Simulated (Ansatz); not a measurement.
Here is an Ansatz 0.2.0 calculation.

input.yaml

```yaml
crystal:
  lattice:
    - [2.7482183437, 0.0, 0.0]
    - [-1.3741091718, 2.3800269008, 0.0]
    - [0.0, 0.0, 4.494066]
  atoms:
    - { symbol: Re, position: [0.322706, 0.659681, 0.512311] }
    - { symbol: Zn, position: [0.016586, 0.001892, -0.009162] }
hamiltonian:
  xc: pbe
  pseudopotentials: { kind: paw }
kpoints:
  mp_grid: { grid: [11, 11, 6] }
scf:
  occupations: { method: fermi_dirac, width: 0.05 }
output:
  forces: true
  stress: true
  eigenvalues: true
```

Potentials or basis: Ansatz PAW.

Launch:

```bash
$ ansatz run input.yaml --threads 2 --pin off --max-ram 5120MiB --backend cpu --events-out ev --progress --plain --runs-dir out
```

**Question.** Predict the band gap on the k mesh.

**Answer.** None (metal or under the smearing width).

**Question.** Predict the pressure.

**Answer.** -0.5 GPa.

Forces on the atoms (eV/Å):
```
Re   0.114  0.034 -0.927
Zn  -0.114 -0.034  0.927
```

Spin-orbit coupling is left out, which matters for the levels of Re.
